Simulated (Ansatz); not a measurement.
# Sn16TeSe15: the cost of one run

Method: DFT, PBE, plane-wave PAW, default files, scalar-relativistic, as far as a step names no other, in Ansatz 0.2.0.

### Step 1. The starting structure

Symmetry: Pm, No. 6, monoclinic system. The conventional cell has a = 9.402 Å, b = 8.253 Å, c = 11.664 Å, α = 90.00°, β = 90.00°, γ = 90.00°. Sn (site symmetry 1) is surrounded by 3 Se at 2.77 Å. Around Sn (site symmetry m) lie 3 Se at 2.77 Å. Around Sn (site symmetry m) lie 1 Te at 2.77 Å and 2 Se at 2.77 Å. Only part of the 24 independent sites is listed.

Structure file:

```
Sn Te Se
1.0
    11.66446    0.00000    0.00000
     0.00000    8.25250    0.00000
     0.00000    0.00000    9.40181
Sn Te Se
16 1 15
Direct
  0.61879 0.37500 0.18828
  0.61879 0.37500 0.68828
  0.61879 0.87500 0.18828
  0.61879 0.87500 0.68828
  0.88121 0.12500 0.43828
  0.88121 0.12500 0.93828
  0.88121 0.62500 0.43828
  0.88121 0.62500 0.93828
  0.38121 0.12500 0.31172
  0.38121 0.12500 0.81172
  0.38121 0.62500 0.31172
  0.38121 0.62500 0.81172
  0.11879 0.37500 0.06172
  0.11879 0.37500 0.56172
  0.11879 0.87500 0.06172
  0.11879 0.87500 0.56172
  0.14855 0.12500 0.25459
  0.14855 0.12500 0.75459
  0.14855 0.62500 0.25459
  0.14855 0.62500 0.75459
  0.64855 0.12500 0.49541
  0.64855 0.12500 0.99541
  0.64855 0.62500 0.49541
  0.64855 0.62500 0.99541
  0.35145 0.37500 0.00459
  0.35145 0.37500 0.50459
  0.35145 0.87500 0.00459
  0.35145 0.87500 0.50459
  0.85145 0.37500 0.24541
  0.85145 0.37500 0.74541
  0.85145 0.87500 0.24541
  0.85145 0.87500 0.74541
```

Atom 17 of the input is the impurity.

### Step 2. First run, atoms as given

The input, input.yaml:

```yaml
crystal:
  lattice:
    - [11.6644585, 0.0, 0.0]
    - [0.0, 8.2525019, 0.0]
    - [0.0, 0.0, 9.4018149]
  atoms:
    - { symbol: Sn, position: [0.61878685, 0.375, 0.18827715] }
    - { symbol: Sn, position: [0.61878685, 0.375, 0.68827715] }
    - { symbol: Sn, position: [0.61878685, 0.875, 0.18827715] }
    - { symbol: Sn, position: [0.61878685, 0.875, 0.68827715] }
    - { symbol: Sn, position: [0.88121315, 0.125, 0.43827715] }
    - { symbol: Sn, position: [0.88121315, 0.125, 0.93827715] }
    - { symbol: Sn, position: [0.88121315, 0.625, 0.43827715] }
    - { symbol: Sn, position: [0.88121315, 0.625, 0.93827715] }
    - { symbol: Sn, position: [0.38121315, 0.125, 0.31172285] }
    - { symbol: Sn, position: [0.38121315, 0.125, 0.81172285] }
    - { symbol: Sn, position: [0.38121315, 0.625, 0.31172285] }
    - { symbol: Sn, position: [0.38121315, 0.625, 0.81172285] }
    - { symbol: Sn, position: [0.11878685, 0.375, 0.06172285] }
    - { symbol: Sn, position: [0.11878685, 0.375, 0.56172285] }
    - { symbol: Sn, position: [0.11878685, 0.875, 0.06172285] }
    - { symbol: Sn, position: [0.11878685, 0.875, 0.56172285] }
    - { symbol: Te, position: [0.14855303, 0.125, 0.2545909] }
    - { symbol: Se, position: [0.14855303, 0.125, 0.7545909] }
    - { symbol: Se, position: [0.14855303, 0.625, 0.2545909] }
    - { symbol: Se, position: [0.14855303, 0.625, 0.7545909] }
    - { symbol: Se, position: [0.64855303, 0.125, 0.4954091] }
    - { symbol: Se, position: [0.64855303, 0.125, 0.9954091] }
    - { symbol: Se, position: [0.64855303, 0.625, 0.4954091] }
    - { symbol: Se, position: [0.64855303, 0.625, 0.9954091] }
    - { symbol: Se, position: [0.35144697, 0.375, 0.0045909] }
    - { symbol: Se, position: [0.35144697, 0.375, 0.5045909] }
    - { symbol: Se, position: [0.35144697, 0.875, 0.0045909] }
    - { symbol: Se, position: [0.35144697, 0.875, 0.5045909] }
    - { symbol: Se, position: [0.85144697, 0.375, 0.2454091] }
    - { symbol: Se, position: [0.85144697, 0.375, 0.7454091] }
    - { symbol: Se, position: [0.85144697, 0.875, 0.2454091] }
    - { symbol: Se, position: [0.85144697, 0.875, 0.7454091] }
kpoints:
  mp_grid: { grid: [2, 3, 2] }
scf:
  occupations: { method: fermi_dirac, width: 0.01 }
hamiltonian:
  xc: pbe
  pseudopotentials: { kind: paw }
output:
  forces: true
  stress: true
  populations: true
  efg: { quadrupole_moments_barn: { Sn: -0.132 }, contact_densities: true }
```

Run with:

```console
$ ansatz run input.yaml --threads 4 --pin off --max-ram 8192MiB --backend cpu --events-out ev --progress --plain --runs-dir out
```

**Question.** How long does this run take on 4 threads of Intel Xeon Platinum 8259CL at 2.50GHz (Skylake/Cascade Lake), shared host, and how much memory does it need?

About 1.8 min, with a peak of 5.2 GiB.
